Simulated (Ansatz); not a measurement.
# CH6BFSi: basis-set convergence

An exercise on one series of results from a longer session: the logs are not shown, and one member is left open.

The runs use Ansatz 0.2.0, Gaussian basis; one geometry, several basis sets.

Plan: PBE0-D4/def2-SVP; ωB97M-V/def2-SVP; PBE0-D4/def2-QZVPP; ωB97M-V/def2-QZVPP; the functionals' def2-TZVPP values are taken from earlier runs.

### Structure used throughout

An earlier PBE0-D4 in a triple-zeta def2 set relaxation fixed the geometry.

SMILES `B[SiH2]CF`, 10 atoms, charge 0, spin multiplicity 1.

Atoms are counted from 1 here; the program's logs count them from 0.

Bond lengths: B1–Si2 2.011 Å, B1–H5 1.196 Å, B1–H6 1.196 Å, Si2–C3 1.898 Å, Si2–H7 1.491 Å, Si2–H8 1.492 Å, C3–F4 1.391 Å, C3–H9 1.096 Å, C3–H10 1.096 Å. Angles: Si2–B1–H5 119.4°, Si2–B1–H6 123.5°, H5–B1–H6 117.2°, B1–Si2–C3 112.6°, B1–Si2–H7 109.2°, B1–Si2–H8 108.9°, C3–Si2–H7 109.1°, C3–Si2–H8 109.0°, H7–Si2–H8 107.8°, Si2–C3–F4 111.4°, Si2–C3–H9 110.9°, Si2–C3–H10 110.9°, F4–C3–H9 108.0°, F4–C3–H10 108.1°, H9–C3–H10 107.4°.

The first run:

The input, in.yaml:

```yaml
crystal:
  periodic: [false, false, false]
  atoms:
    - {symbol: B, position_ang: [-1.700868, 0.681748, -0.301071]}
    - {symbol: Si, position_ang: [-0.119680, -0.553841, -0.431921]}
    - {symbol: C, position_ang: [1.348680, 0.024832, 0.621749]}
    - {symbol: F, position_ang: [2.425701, -0.848509, 0.514486]}
    - {symbol: H, position_ang: [-2.690242, 0.436408, -0.926376]}
    - {symbol: H, position_ang: [-1.714791, 1.665645, 0.379346]}
    - {symbol: H, position_ang: [0.311302, -0.651088, -1.856429]}
    - {symbol: H, position_ang: [-0.531819, -1.916278, 0.014454]}
    - {symbol: H, position_ang: [1.685978, 1.019574, 0.309545]}
    - {symbol: H, position_ang: [1.068638, 0.090308, 1.679120]}
basis:
  gaussian: {orbitals: def2-SVP}
hamiltonian: {xc: pbe0, dispersion: d4}
output: {orbitals: {seedname: orbitals}}
```

On the command line:

```
> ansatz run in.yaml --threads 2 --pin off --events-out ev --progress --plain --max-ram 4352MiB
```

Among the steps run: PBE0-D4 in def2-SVP; ωB97M-V in def2-SVP; PBE0-D4 in def2-QZVPP; ωB97M-V in def2-QZVPP.

One of the session's tables, all rows but one given; the rest of the session is left out.

| functional | basis | HOMO (eV) | LUMO (eV) |
| --- | --- | --- | --- |
| PBE0-D4 | def2-SVP | ? | ? |
| PBE0-D4 | def2-TZVPP | -8.31 | -2.62 |
| PBE0-D4 | def2-QZVPP | -8.33 | -2.63 |
| ωB97M-V | def2-SVP | -10.43 | -0.51 |
| ωB97M-V | def2-TZVPP | -10.54 | -0.66 |
| ωB97M-V | def2-QZVPP | -10.56 | -0.70 |

Q: Estimate the row for PBE0-D4, def2-SVP from the others.

**Answer.** HOMO (eV): -8.22; LUMO (eV): -2.58. In the column «HOMO (eV)» it is the highest.
